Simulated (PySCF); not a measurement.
# C2H9GeNSi: core binding energies at several levels of theory, part 3 of 3

PySCF 2.14.0. Atoms count from 0. Earlier steps stand in the parts before.

## Step 8: Core-electron binding energies: SCAN, X2C

What the job is given:

```
{"job": {"kind": "xps", "basis": "def2-TZVP"}, "charge": 0, "multiplicity": 1}
C      2.051046    -0.044599     0.874656
Ge     0.638987    -0.503176    -0.385958
C     -1.140194    -0.900811     0.376915
Si    -1.774691     0.680068    -0.460170
N     -0.200336     0.970553    -1.144336
H      2.436196    -0.950913     1.366992
H      1.664882     0.642328     1.641185
H      2.886983     0.444553     0.352448
H      1.162677    -1.517385    -1.431926
H     -1.585409    -1.834447     0.003131
H     -1.169378    -0.905393     1.476208
H     -2.879070     0.462283    -1.452334
H     -2.263496     1.730270     0.494918
H      0.165156     1.711153    -1.728542
```

Level: delta-SCF UKS SCAN, def2-TZVP on the ionised atom, pcseg-1 elsewhere, spin-free X2C.

The log of the run:

```text
ground state, core basis on atom 0 (C), 149 functions
  cycle   1  E = -2520.24912666  |g| = 7.12e-01
  cycle   2  E = -2520.02316109  |g| = 1.15e+00
  cycle   3  E = -2520.36533354  |g| = 1.73e-01
  cycle   4  E = -2520.37264776  |g| = 5.35e-02
  cycle   5  E = -2520.37338168  |g| = 1.29e-02
  cycle   6  E = -2520.37343518  |g| = 4.94e-03
  cycle   7  E = -2520.37343863  |g| = 1.79e-03
  cycle   8  E = -2520.37343908  |g| = 5.67e-04
  cycle   9  E = -2520.37343909  |g| = 7.43e-05
  E(ground) = -2520.54485314 Eh
hole in C 1s of atom 0
  cycle   1  E = -2509.13441205  |g| = 1.47e+00
  cycle   2  E = -2508.39893381  |g| = 1.68e+00
  cycle   3  E = -2509.57822245  |g| = 4.80e-01
  cycle   4  E = -2509.63304343  |g| = 3.49e-01
  cycle   5  E = -2509.69239013  |g| = 6.92e-02
  cycle   6  E = -2509.69431809  |g| = 3.18e-02
  cycle   7  E = -2509.69487357  |g| = 6.40e-03
  cycle   8  E = -2509.69489910  |g| = 2.60e-03
  cycle   9  E = -2509.69490270  |g| = 9.32e-04
  cycle  10  E = -2509.69490750  |g| = 3.99e-04
  E(ion) = -2509.86542854 Eh   <S^2> = 0.7673   hole on atom = 1.000   binding energy = 290.602 eV
ground state, core basis on atom 2 (C), 149 functions
  cycle   1  E = -2520.37507737  |g| = 1.98e-02
  cycle   2  E = -2520.37500496  |g| = 2.52e-02
  cycle   3  E = -2520.37518892  |g| = 4.43e-03
  cycle   4  E = -2520.37519301  |g| = 1.74e-03
  cycle   5  E = -2520.37519541  |g| = 4.80e-04
  E(ground) = -2520.54689003 Eh
hole in C 1s of atom 2
  cycle   1  E = -2509.14600088  |g| = 1.48e+00
  cycle   2  E = -2508.38862346  |g| = 1.71e+00
  cycle   3  E = -2509.63094119  |g| = 4.29e-01
  cycle   4  E = -2509.69912194  |g| = 2.06e-01
  cycle   5  E = -2509.71787826  |g| = 7.49e-02
  cycle   6  E = -2509.72040248  |g| = 2.07e-02
  cycle   7  E = -2509.72063986  |g| = 4.10e-03
  cycle   8  E = -2509.72065023  |g| = 1.77e-03
  cycle   9  E = -2509.72065238  |g| = 6.48e-04
  cycle  10  E = -2509.72065431  |g| = 2.32e-04
  E(ion) = -2509.89090064 Eh   <S^2> = 0.7682   hole on atom = 1.000   binding energy = 289.964 eV
ground state, core basis on atom 3 (Si), 151 functions
  cycle   1  E = -2520.40384133  |g| = 4.78e-02
  cycle   2  E = -2520.40376281  |g| = 4.24e-02
  cycle   3  E = -2520.40408046  |g| = 1.29e-02
  cycle   4  E = -2520.40412684  |g| = 2.92e-03
  cycle   5  E = -2520.40412767  |g| = 1.04e-03
  cycle   6  E = -2520.40413123  |g| = 4.80e-04
  E(ground) = -2520.53418814 Eh
hole in Si 1s of atom 3
  cycle   1  E = -2451.46215506  |g| = 2.95e+00
  cycle   2  E = -2451.46661794  |g| = 1.75e+00
  cycle   3  E = -2452.09301395  |g| = 6.81e-01
  cycle   4  E = -2452.37446584  |g| = 2.25e-01
  cycle   5  E = -2452.38853455  |g| = 1.52e-01
  cycle   6  E = -2452.40030370  |g| = 2.05e-02
  cycle   7  E = -2452.40047523  |g| = 1.07e-02
  cycle   8  E = -2452.40053898  |g| = 2.34e-03
  cycle   9  E = -2452.40054210  |g| = 9.95e-04
  cycle  10  E = -2452.40054256  |g| = 4.00e-04
  E(ion) = -2452.53902610 Eh   <S^2> = 0.7520   hole on atom = 1.000   binding energy = 1850.243 eV
hole in Si 2p of atom 3
  cycle   1  E = -2516.13913113  |g| = 1.19e+00
  cycle   2  E = -2515.94362466  |g| = 1.08e+00
  cycle   3  E = -2516.39588853  |g| = 3.22e-01
  cycle   4  E = -2516.45204134  |g| = 1.29e-01
  cycle   5  E = -2516.45836792  |g| = 6.16e-02
  cycle   6  E = -2516.46025596  |g| = 1.48e-02
  cycle   7  E = -2516.46037610  |g| = 3.47e-03
  cycle   8  E = -2516.46037873  |g| = 1.17e-03
  cycle   9  E = -2516.46038590  |g| = 4.65e-04
  E(ion) = -2516.60300295 Eh   <S^2> = 0.7517   hole on atom = 1.003   binding energy = 106.973 eV
  2p3/2 = 106.751 eV   2p1/2 = 107.363 eV
ground state, core basis on atom 4 (N), 149 functions
  cycle   1  E = -2520.38731216  |g| = 2.35e-02
  cycle   2  E = -2520.38733391  |g| = 1.98e-02
  cycle   3  E = -2520.38744846  |g| = 5.98e-03
  cycle   4  E = -2520.38745391  |g| = 3.40e-03
  cycle   5  E = -2520.38745608  |g| = 3.98e-04
  E(ground) = -2520.55718892 Eh
hole in N 1s of atom 4
  cycle   1  E = -2504.83476826  |g| = 1.81e+00
  cycle   2  E = -2504.10640853  |g| = 1.94e+00
  cycle   3  E = -2505.44389693  |g| = 4.86e-01
  cycle   4  E = -2505.52982459  |g| = 1.45e-01
  cycle   5  E = -2505.53989237  |g| = 5.94e-02
  cycle   6  E = -2505.54180180  |g| = 9.04e-03
  cycle   7  E = -2505.54184538  |g| = 4.31e-03
  cycle   8  E = -2505.54185506  |g| = 1.87e-03
  cycle   9  E = -2505.54185958  |g| = 6.15e-04
  cycle  10  E = -2505.54185731  |g| = 1.83e-04
  E(ion) = -2505.71060239 Eh   <S^2> = 0.7660   hole on atom = 1.000   binding energy = 403.996 eV
```

Wall time 41 s (1 thread of Arm Neoverse V1, shared host); peak memory 0.53 GiB.

Binding energies by hole, beside the orbital energy of the ground state; the difference holds orbital relaxation and, for a density functional, its self-interaction error:

| hole | stands for | environment | ΔSCF (eV; 2p as the shell's mean) | −ε (eV) | ⟨S²⟩ |
| --- | --- | --- | --- | --- | --- |
| C1s on C0 | C0 | methyl carbon bonded to Ge | 290.60 | 273.4 | 0.767 |
| C1s on C2 | C2 | sp3 CH2 bonded to Ge and Si | 289.96 | 273.2 | 0.768 |
| Si1s on Si3 | Si3 |  | 1850.24 | 1794.2 | 0.752 |
| Si2p on Si3 | Si3 |  | 106.96 | 96.1 | 0.752 |
| N1s on N4 | N4 | nitrogen bonded to Ge, Si, H, in a 4-membered ring | 404.00 | 385.0 | 0.766 |

With the spin-orbit splitting: Si3 2p3/2 106.75, 2p1/2 107.36 eV. The table gives each 2p level as the mean over the whole 2p shell (two parts 2p3/2, one part 2p1/2), which differs a little from the single hole in the log.

## Step 9: Core-electron binding energies: SCAN, non-relativistic

The job, as its differences from that of step 8:

```diff
@@ -1,2 +1,2 @@
-{"job": {"kind": "xps", "basis": "def2-TZVP"}, "charge": 0, "multiplicity": 1}
+{"job": {"kind": "xps", "x2c": false}, "charge": 0, "multiplicity": 1}
 C      2.051046    -0.044599     0.874656
```

Level: delta-SCF UKS SCAN, pcX-2 on the ionised atom, pcseg-1 elsewhere, non-relativistic.

The log of the run:

```text
ground state, core basis on atom 0 (C), 163 functions
  cycle   1  E = -2502.40932235  |g| = 7.40e-01
  cycle   2  E = -2502.18097764  |g| = 1.17e+00
  cycle   3  E = -2502.53174081  |g| = 1.81e-01
  cycle   4  E = -2502.53954754  |g| = 6.07e-02
  cycle   5  E = -2502.54046945  |g| = 1.41e-02
  cycle   6  E = -2502.54053146  |g| = 5.21e-03
  cycle   7  E = -2502.54053652  |g| = 1.91e-03
  cycle   8  E = -2502.54053917  |g| = 6.27e-04
  cycle   9  E = -2502.54053985  |g| = 8.49e-05
  E(ground) = -2502.70976796 Eh
hole in C 1s of atom 0
  cycle   1  E = -2491.30527968  |g| = 1.50e+00
  cycle   2  E = -2490.52664277  |g| = 1.85e+00
  cycle   3  E = -2491.79582261  |g| = 4.23e-01
  cycle   4  E = -2491.81530646  |g| = 3.62e-01
  cycle   5  E = -2491.87969682  |g| = 6.98e-02
  cycle   6  E = -2491.88149998  |g| = 3.06e-02
  cycle   7  E = -2491.88198609  |g| = 8.67e-03
  cycle   8  E = -2491.88203147  |g| = 3.20e-03
  cycle   9  E = -2491.88203718  |g| = 9.34e-04
  cycle  10  E = -2491.88203667  |g| = 4.51e-04
  E(ion) = -2492.05068360 Eh   <S^2> = 0.7685   hole on atom = 1.000   binding energy = 290.048 eV
ground state, core basis on atom 2 (C), 163 functions
  cycle   1  E = -2502.54208077  |g| = 4.08e-02
  cycle   2  E = -2502.54202208  |g| = 2.25e-02
  cycle   3  E = -2502.54206596  |g| = 1.89e-02
  cycle   4  E = -2502.54216291  |g| = 2.90e-03
  cycle   5  E = -2502.54216437  |g| = 5.46e-04
  cycle   6  E = -2502.54216494  |g| = 2.06e-04
  E(ground) = -2502.71175329 Eh
hole in C 1s of atom 2
  cycle   1  E = -2491.31751865  |g| = 1.51e+00
  cycle   2  E = -2490.51377190  |g| = 1.89e+00
  cycle   3  E = -2491.85126521  |g| = 3.59e-01
  cycle   4  E = -2491.88785732  |g| = 2.07e-01
  cycle   5  E = -2491.90651550  |g| = 7.30e-02
  cycle   6  E = -2491.90875400  |g| = 2.01e-02
  cycle   7  E = -2491.90894100  |g| = 8.09e-03
  cycle   8  E = -2491.90898238  |g| = 1.76e-03
  cycle   9  E = -2491.90898263  |g| = 7.95e-04
  cycle  10  E = -2491.90898626  |g| = 2.58e-04
  E(ion) = -2492.07744301 Eh   <S^2> = 0.7698   hole on atom = 1.000   binding energy = 289.374 eV
ground state, core basis on atom 3 (Si), 174 functions
  cycle   1  E = -2502.58164989  |g| = 2.96e-02
  cycle   2  E = -2502.58165165  |g| = 2.17e-02
  cycle   3  E = -2502.58173893  |g| = 8.20e-03
  cycle   4  E = -2502.58175810  |g| = 3.85e-03
  cycle   5  E = -2502.58176021  |g| = 5.97e-04
  cycle   6  E = -2502.58176101  |g| = 2.60e-04
  E(ground) = -2502.71068673 Eh
hole in Si 1s of atom 3
  cycle   1  E = -2433.82672508  |g| = 4.32e+00
  cycle   2  E = -2433.85308476  |g| = 2.17e+00
  cycle   3  E = -2434.47741125  |g| = 8.12e-01
  cycle   4  E = -2434.82312361  |g| = 3.31e-01
  cycle   5  E = -2434.86433113  |g| = 1.76e-01
  cycle   6  E = -2434.87925960  |g| = 3.90e-02
  cycle   7  E = -2434.87979346  |g| = 1.95e-02
  cycle   8  E = -2434.88000520  |g| = 4.83e-03
  cycle   9  E = -2434.88001881  |g| = 1.63e-03
  cycle  10  E = -2434.88001994  |g| = 5.10e-04
  cycle  11  E = -2434.88001979  |g| = 1.80e-04
  E(ion) = -2435.01625650 Eh   <S^2> = 0.7523   hole on atom = 1.000   binding energy = 1842.059 eV
hole in Si 2p of atom 3
  cycle   1  E = -2498.31986509  |g| = 1.23e+00
  cycle   2  E = -2498.12310286  |g| = 1.16e+00
  cycle   3  E = -2498.59040581  |g| = 3.07e-01
  cycle   4  E = -2498.63754152  |g| = 1.34e-01
  cycle   5  E = -2498.64404578  |g| = 6.83e-02
  cycle   6  E = -2498.64635516  |g| = 1.53e-02
  cycle   7  E = -2498.64646272  |g| = 6.41e-03
  cycle   8  E = -2498.64648502  |g| = 1.47e-03
  cycle   9  E = -2498.64648680  |g| = 4.86e-04
  E(ion) = -2498.78692353 Eh   <S^2> = 0.7520   hole on atom = 1.002   binding energy = 106.771 eV
  2p3/2 = 106.548 eV   2p1/2 = 107.164 eV
ground state, core basis on atom 4 (N), 163 functions
  cycle   1  E = -2502.55548658  |g| = 4.90e-02
  cycle   2  E = -2502.55551276  |g| = 1.89e-02
  cycle   3  E = -2502.55558261  |g| = 1.15e-02
  cycle   4  E = -2502.55562790  |g| = 1.19e-03
  cycle   5  E = -2502.55562578  |g| = 5.12e-04
  cycle   6  E = -2502.55562843  |g| = 8.59e-05
  E(ground) = -2502.72328114 Eh
hole in N 1s of atom 4
  cycle   1  E = -2487.01078569  |g| = 1.87e+00
  cycle   2  E = -2486.23801061  |g| = 2.15e+00
  cycle   3  E = -2487.67949976  |g| = 3.99e-01
  cycle   4  E = -2487.72772860  |g| = 1.47e-01
  cycle   5  E = -2487.73847490  |g| = 5.25e-02
  cycle   6  E = -2487.73993549  |g| = 1.15e-02
  cycle   7  E = -2487.74000282  |g| = 4.99e-03
  cycle   8  E = -2487.74001464  |g| = 1.88e-03
  cycle   9  E = -2487.74001595  |g| = 8.16e-04
  cycle  10  E = -2487.74001721  |g| = 1.86e-04
  E(ion) = -2487.90669956 Eh   <S^2> = 0.7673   hole on atom = 1.000   binding energy = 403.180 eV
```

Wall time 43 s (1 thread of Arm Neoverse V1, shared host); peak memory 0.63 GiB.

The holes in one table. −ε is the ground-state orbital energy:

| hole | stands for | environment | ΔSCF (eV; 2p as the shell's mean) | −ε (eV) | ⟨S²⟩ |
| --- | --- | --- | --- | --- | --- |
| C1s on C0 | C0 | methyl carbon bonded to Ge | 290.05 | 273.4 | 0.768 |
| C1s on C2 | C2 | sp3 CH2 bonded to Ge and Si | 289.37 | 273.1 | 0.770 |
| Si1s on Si3 | Si3 |  | 1842.06 | 1789.1 | 0.752 |
| Si2p on Si3 | Si3 |  | 106.75 | 96.1 | 0.752 |
| N1s on N4 | N4 | nitrogen bonded to Ge, Si, H, in a 4-membered ring | 403.18 | 384.9 | 0.767 |

With the spin-orbit splitting: Si3 2p3/2 106.55, 2p1/2 107.16 eV. The table gives each 2p level as the mean over the whole 2p shell (two parts 2p3/2, one part 2p1/2), which differs a little from the single hole in the log.

## Step 10: Results

This closing draws on all 3 parts.

| quantity | value |
| --- | --- |
| C1s binding energies, SCAN/pcX-2 | C0 290.16, C2 289.49 eV |
| Si1s binding energies, SCAN/pcX-2 | Si3 1846.40 eV |
| Si2p binding energies, SCAN/pcX-2 | Si3 106.70 eV |
| N1s binding energies, SCAN/pcX-2 | N4 403.38 eV |
| C1s binding energies, B3LYP/pcX-2 | C0 290.24, C2 289.51 eV |
| Si1s binding energies, B3LYP/pcX-2 | Si3 1845.08 eV |
| Si2p binding energies, B3LYP/pcX-2 | Si3 106.70 eV |
| N1s binding energies, B3LYP/pcX-2 | N4 403.24 eV |
| C1s binding energies, PBE0/pcX-2 | C0 289.70, C2 289.04 eV |
| Si1s binding energies, PBE0/pcX-2 | Si3 1844.22 eV |
| Si2p binding energies, PBE0/pcX-2 | Si3 106.35 eV |
| N1s binding energies, PBE0/pcX-2 | N4 402.83 eV |
| C1s binding energies, PBE/pcX-2 | C0 289.33, C2 288.70 eV |
| Si1s binding energies, PBE/pcX-2 | Si3 1843.06 eV |
| Si2p binding energies, PBE/pcX-2 | Si3 106.01 eV |
| N1s binding energies, PBE/pcX-2 | N4 402.53 eV |
| C1s binding energies, HF/pcX-2 | C0 290.01, C2 289.16 eV |
| Si1s binding energies, HF/pcX-2 | Si3 1847.35 eV |
| Si2p binding energies, HF/pcX-2 | Si3 106.21 eV |
| N1s binding energies, HF/pcX-2 | N4 402.83 eV |
| C1s binding energies, SCAN/pcX-1 | C0 290.16, C2 289.50 eV |
| Si1s binding energies, SCAN/pcX-1 | Si3 1846.53 eV |
| Si2p binding energies, SCAN/pcX-1 | Si3 106.93 eV |
| N1s binding energies, SCAN/pcX-1 | N4 403.44 eV |
| C1s binding energies, SCAN/def2-TZVP | C0 290.60, C2 289.96 eV |
| Si1s binding energies, SCAN/def2-TZVP | Si3 1850.24 eV |
| Si2p binding energies, SCAN/def2-TZVP | Si3 106.96 eV |
| N1s binding energies, SCAN/def2-TZVP | N4 404.00 eV |
| C1s binding energies, SCAN/pcX-2, non-relativistic | C0 290.05, C2 289.37 eV |
| Si1s binding energies, SCAN/pcX-2, non-relativistic | Si3 1842.06 eV |
| Si2p binding energies, SCAN/pcX-2, non-relativistic | Si3 106.75 eV |
| N1s binding energies, SCAN/pcX-2, non-relativistic | N4 403.18 eV |

What this shows: Single values in the summary come from the first sound run of each kind (SCAN/pcX-2), which need not be the best level. At SCAN/pcX-2: The C1s levels kept as sound span 0.67 eV, from C2 (sp3 CH2 bonded to Ge and Si) up to C0 (methyl carbon bonded to Ge). At B3LYP/pcX-2: C0 (methyl carbon bonded to Ge) binds its C1s electron 0.73 eV more tightly than C2 (sp3 CH2 bonded to Ge and Si). At PBE0/pcX-2: C0 (methyl carbon bonded to Ge) binds its C1s electron 0.66 eV more tightly than C2 (sp3 CH2 bonded to Ge and Si). At PBE/pcX-2: C0 (methyl carbon bonded to Ge) binds its C1s electron 0.63 eV more tightly than C2 (sp3 CH2 bonded to Ge and Si). At HF/pcX-2: C0 (methyl carbon bonded to Ge) binds its C1s electron 0.86 eV more tightly than C2 (sp3 CH2 bonded to Ge and Si). At SCAN/pcX-1: The C1s levels kept as sound span 0.66 eV, from C2 (sp3 CH2 bonded to Ge and Si) up to C0 (methyl carbon bonded to Ge). At SCAN/def2-TZVP: C0 (methyl carbon bonded to Ge) binds its C1s electron 0.64 eV more tightly than C2 (sp3 CH2 bonded to Ge and Si). At SCAN/pcX-2, non-relativistic: C0 (methyl carbon bonded to Ge) binds its C1s electron 0.67 eV more tightly than C2 (sp3 CH2 bonded to Ge and Si).
